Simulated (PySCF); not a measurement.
# [YF4]−: other functionals and bases at one geometry

An exercise on one series of results from a longer session: the logs are not shown, and one member is left open.

The runs use PySCF 2.14.0; several levels, as the steps say, no spin–orbit coupling.

1 further run of the same task is left out (for a known fault of the program).

## The system as given

5 atoms, charge -1, spin multiplicity 1.

Bond lengths: Y1–F2 2.051 Å, Y1–F3 2.051 Å, Y1–F4 2.051 Å, Y1–F5 2.051 Å. Angles: F2–Y1–F3 109.5°, F2–Y1–F4 109.5°, F2–Y1–F5 109.5°, F3–Y1–F4 109.5°, F3–Y1–F5 109.5°, F4–Y1–F5 109.5°.

As a file:

```xyz
5
charge -1, multiplicity 1
Y     0.00000    0.00000    0.00000
F     1.18443    1.18443    1.18443
F    -1.18443   -1.18443    1.18443
F     1.18443   -1.18443   -1.18443
F    -1.18443    1.18443   -1.18443
```

Formal oxidation states: Y +3. An earlier session relaxed this geometry at PBE0, Y def2-SVP with ECP28, F def2-SVP (singlet, point group Td).

At PBE0 on the finer grid: E = -437.412797 Eh, HOMO -4.99 eV, LUMO 3.83 eV, Mulliken charge on Y1 +0.94 e, largest force component 0.009 eV/Å. 

Levels to run: wB97X; TPSS; PBE0, TZVP. Hardware: 2 threads of Intel Xeon Platinum 8488C (Sapphire Rapids), shared host.

The first run:

Input file run.py (the lines that set the calculation):

```python
mol = gto.M(atom='''
Y      0.00000     0.00000     0.00000
F      1.18443     1.18443     1.18443
F     -1.18443    -1.18443     1.18443
F      1.18443    -1.18443    -1.18443
F     -1.18443     1.18443    -1.18443''',
    basis={'Y': 'def2-SVP', 'F': 'def2-SVP'},
    ecp={'Y': 'def2-SVP'},
    charge=-1, spin=0)
mf = dft.RKS(mol, xc='WB97X')
mf.grids.atom_grid = (75, 302)
mf = mf.density_fit()  # fitting sets: Y def2-universal-JKFIT, F def2-universal-JKFIT
mf.conv_tol = 1e-08; mf.max_cycle = 55
mf.kernel(dm0)  # dm0: the density of the relaxed state
```

On the command line:

```console
$ OMP_NUM_THREADS=2 python run.py
```

Among the steps run: wB97X; TPSS; PBE0, TZVP.

One of the session's tables, all rows but one given; the rest of the session is left out.

| level | HOMO (eV) | gap (eV) | charge on Y1 (e) | largest force component (eV/Å) |
| --- | --- | --- | --- | --- |
| PBE0 (relaxed here) | -4.99 | 8.83 | 0.94 | 0.01 |
| wB97X | ? | ? | ? | ? |
| TPSS | -3.05 | 6.48 | 0.78 | 0.12 |
| PBE0, TZVP | -5.38 | 9.11 | 1.42 | 0.11 |

**Question.** Estimate the row for wB97X.

The run gave: HOMO (eV): -7.52; gap (eV): 12.96; charge on Y1 (e): 0.93; largest force component (eV/Å): 0.09. In the column «HOMO (eV)» it is the lowest.

In one basis the HOMO–LUMO gap runs from 6.48 eV (TPSS) to 12.96 eV (wB97X). The largest leftover force, 0.12 eV/Å with TPSS, stands at a geometry relaxed at another level. Total energies of different levels can't be compared.
